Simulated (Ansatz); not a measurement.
# CH7BFNOSi: the cost of one run

Method: RKS revPBE/6-31G, in Ansatz 0.2.0.

### 1 The structure to begin with

Bond lengths: N1–B2 1.540 Å, B2–O3 1.462 Å, O3–C4 1.377 Å, C4–Si5 1.867 Å, Si5–F6 1.689 Å, N1–H7 1.067 Å, N1–H8 1.027 Å, B2–H9 1.224 Å, C4–H10 1.041 Å, C4–H11 1.182 Å, Si5–H12 1.483 Å, Si5–H13 1.439 Å. Angles (14 of 19 angles, heavy atoms first): N1–B2–O3 119.0°, B2–O3–C4 115.5°, O3–C4–Si5 112.2°, C4–Si5–F6 111.2°, N1–B2–H9 121.6°, O3–B2–H9 119.2°, B2–N1–H7 103.2°, B2–N1–H8 103.7°, O3–C4–H10 112.5°, O3–C4–H11 109.5°, Si5–C4–H10 108.6°, Si5–C4–H11 106.5°, C4–Si5–H12 111.8°, C4–Si5–H13 109.2°.

As a file:

```xyz
13

N    -0.5320   -2.6200    0.4524
B    -0.0709   -1.2174    0.8889
O     1.0101   -0.5650    0.1509
C     0.6105    0.3137   -0.8305
Si    0.3015    2.0283   -0.1586
F    -0.1962    3.0826   -1.3807
H    -0.9669   -2.4464   -0.5063
H    -1.3256   -2.8200    1.0730
H    -0.5133   -0.6816    1.8961
H     1.2980    0.3817   -1.6086
H    -0.4117   -0.0528   -1.2969
H    -0.7049    2.0186    0.9312
H     1.5217    2.5435    0.4040
```

### 2 End point A

The input, input.yaml:

```yaml
crystal:
  periodic: [false, false, false]
  atoms:
    - { symbol: "N", position_ang: [-0.532, -2.62, 0.4524] }
    - { symbol: B, position_ang: [-0.0709, -1.2174, 0.8889] }
    - { symbol: O, position_ang: [1.0101, -0.565, 0.1509] }
    - { symbol: C, position_ang: [0.6105, 0.3137, -0.8305] }
    - { symbol: Si, position_ang: [0.3015, 2.0283, -0.1586] }
    - { symbol: F, position_ang: [-0.1962, 3.0826, -1.3807] }
    - { symbol: H, position_ang: [-0.9669, -2.4464, -0.5063] }
    - { symbol: H, position_ang: [-1.3256, -2.82, 1.073] }
    - { symbol: H, position_ang: [-0.5133, -0.6816, 1.8961] }
    - { symbol: H, position_ang: [1.298, 0.3817, -1.6086] }
    - { symbol: H, position_ang: [-0.4117, -0.0528, -1.2969] }
    - { symbol: H, position_ang: [-0.7049, 2.0186, 0.9312] }
    - { symbol: H, position_ang: [1.5217, 2.5435, 0.404] }
basis:
  gaussian: { orbitals: "6-31G" }
hamiltonian:
  xc: revpbe
relax:
  f_tol: 0.015
  max_steps: 40
```

On the command line:

```console
$ ansatz run input.yaml --threads 1 --pin off --max-ram 2048MiB --backend cpu --events-out ev --progress --plain --runs-dir out
```

**Question.** How long does this run take on 1 thread of an x86-64 CPU, shared host, and how much memory does it need?

About 1.8 min, with a peak of 0.25 GiB.
